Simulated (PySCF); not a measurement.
# C3H7BF2 (isopropyldifluoroborane): the cost of one run

Computed with PySCF 2.14.0, with density-fitted response routines of our own, on a single molecule in the gas phase. Atoms count from 0, in the outputs and in this text.

## 1. Starting geometry

13 atoms, charge 0, multiplicity 1; geometry from: PBE0-D3(BJ)/def2-SVP.

Bonds of the start (Å): C0–C1 1.54, C1–C2 1.52, C1–B3 1.57, B3–F4 1.32, B3–F5 1.32, C0–H6 1.10, C0–H7 1.10, C0–H8 1.10, C1–H9 1.11, C2–H10 1.10, C2–H11 1.10, C2–H12 1.10.

## 2. Nuclear shieldings: PBE0/6-31G*

What the job is given:

```
{"job": {"kind": "nmr", "xc": "PBE0", "basis": "6-31G*", "pop": true}, "charge": 0, "multiplicity": 1}
C     -1.010537    -0.919381     0.335489
C      0.038767    -0.065746    -0.391541
C      1.411644    -0.145040     0.266770
B     -0.501265     1.396969    -0.528229
F      0.095777     2.438557     0.025417
F     -1.612680     1.656829    -1.197318
H     -0.693351    -1.973145     0.385894
H     -1.986889    -0.884500    -0.170436
H     -1.156947    -0.573974     1.372245
H      0.111070    -0.449611    -1.427691
H      1.382289     0.242826     1.297427
H      1.770789    -1.185320     0.314678
H      2.163418     0.443679    -0.280540
```

With the program's defaults for keys left out, this is: GIAO PBE0/6-31G* NMR shielding, non-relativistic, gas phase.

Started as:

```bash
OMP_NUM_THREADS=1 python probes_run.py task.json out
```

The driver reads the jobs from task.json and runs them one after another.

**Question.** How long does this first job take on 1 thread of Arm Neoverse V1, shared host, and how much memory does it need?

About 8.7 s, with a peak of 0.56 GiB.
